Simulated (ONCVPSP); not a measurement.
**Pseudopotential generation for Ta: ONCV, BLYP**

Do these settings give a usable potential? It is generated, then checked for transferability, scattering, ghosts and hardness.

Program: ONCVPSP 4.0.1. Reference atom: BLYP, scalar-relativistic, spherical and spin-unpolarised. All values are calculated.

2 further runs of the same task are left out: 2 that didn't finish.

### 1 The atom and the settings

The settings as typed:

```json
{"element": "tantalum (Ta, Z = 73)", "type": "optimised norm-conserving Vanderbilt (ONCV)", "frozen core": "[Kr] 4d10 4f14", "valence charge": "13", "reference configuration": "5s2 5p6 5d3 6s1.75 6p0.25", "partial waves": "5s+6s: rc 1.90 bohr, ncon 3, nbas 8, qcut 5.8 1/bohr, 2 projectors; 5p+6p: rc 2.24 bohr, ncon 4, nbas 8, qcut 5.8 1/bohr, 2 projectors; 5d: rc 2.48 bohr, ncon 5, nbas 9, qcut 6.8 1/bohr, 2 projectors, debl 2.9 Ha; f scattering state at 0.24 Ha: rc 2.62 bohr, ncon 3, nbas 7, qcut 4.7 1/bohr, 2 projectors, debl 1.6 Ha", "local potential": "polynomial inside 1.26 bohr (lpopt 5, dvloc0 2 Ha)", "core correction": "polynomial model core, fcfact 0.65"}
```

### 2 Generation

Ta.dat reads:

```
# ATOM AND REFERENCE CONFIGURATION
# atsym  z   nc   nv     iexc    psfile
  Ta 73.00   10    5  -106131      upf
#
#   n    l    f
    1    0    2.00
    2    0    2.00
    2    1    6.00
    3    0    2.00
    3    1    6.00
    3    2   10.00
    4    0    2.00
    4    1    6.00
    4    2   10.00
    4    3   14.00
    5    0    2.00
    5    1    6.00
    5    2    3.00
    6    0    1.75
    6    1    0.25
#
# PSEUDOPOTENTIAL AND OPTIMIZATION
# lmax
    3
#
#   l,   rc,      ep,       ncon, nbas, qcut
    0    1.90    0.00    3    8    5.80
    1    2.24    0.00    4    8    5.80
    2    2.48    0.00    5    9    6.80
    3    2.62    0.24    3    7    4.70
#
# LOCAL POTENTIAL
# lloc, lpopt,  rc(5),   dvloc0
    4    5    1.26    2.00
#
# VANDERBILT-KLEINMAN-BYLANDER PROJECTORs
# l, nproj, debl
    0    2    3.00
    1    2    1.30
    2    2    2.90
    3    2    1.60
#
# MODEL CORE CHARGE
# icmod, fcfact, rcfact
    1    0.65    0.00
#
# LOG DERIVATIVE ANALYSIS
# epsh1, epsh2, depsh
   -4.00    5.00    0.02
#
# OUTPUT GRID
# rlmax, drl
    6.00    0.01
#
# TEST CONFIGURATIONS
# ncnf
    4
# nvcnf
#   n    l    f
    5
    5    0    2.00
    5    1    6.00
    5    2    3.00
    6    0    2.00
    6    1    0.00
#
    5
    5    0    2.00
    5    1    6.00
    5    2    3.00
    6    0    1.00
    6    1    0.00
#
    5
    5    0    2.00
    5    1    6.00
    5    2    3.00
    6    0    0.00
    6    1    0.00
#
    5
    5    0    2.00
    5    1    6.00
    5    2    3.00
    6    0    1.50
    6    1    0.00
#
```

Run with:

```console
$ oncvpsp.x < Ta.dat > Ta.out
```

Before running it: what results should come out? Wanted: cutoffs for 1 and 0.1 mHa per electron, occupied waves; bound ghosts; GHOST(+) flags; largest test error; largest phase difference near zero energy, channels read; rms error of d²Exc/dn², without and with the model core.

As calculated:

| quantity | value |
| --- | --- |
| cutoffs for 1 and 0.1 mHa per electron, occupied waves | 13 Ha and 16 Ha |
| bound ghosts | none found |
| GHOST(+) flags | s at 113 eV |
| largest test error (AE − PS) | -18 meV, for 5s2 5p6 5d3 6s0 6p0 |
| largest phase difference near zero energy, channels read | 0.002 rad |
| rms error of d²Exc/dn², without and with the model core | 6.43 and 1.10 mHa |

By total energies transferability is good: the largest error is 18 meV on 22.4 eV, for 5s2 5p6 5d3 6s0 6p0. The potential is soft on the atom at that tolerance: the looser tolerance needs 13 Ha. At the looser tolerance the 5d wave is the slowest; 5p needs 11 Ha. No bound ghost shows below the valence levels. Near zero energy the phases of the channels with partial waves that could be evaluated agree within 0.002 rad. The program also flags highly localised states, GHOST(+) (s). Note that the frozen 4f shell (-25 eV) lies higher than the valence 5s shell (-73 eV). All of this concerns the isolated atom, not yet a solid.
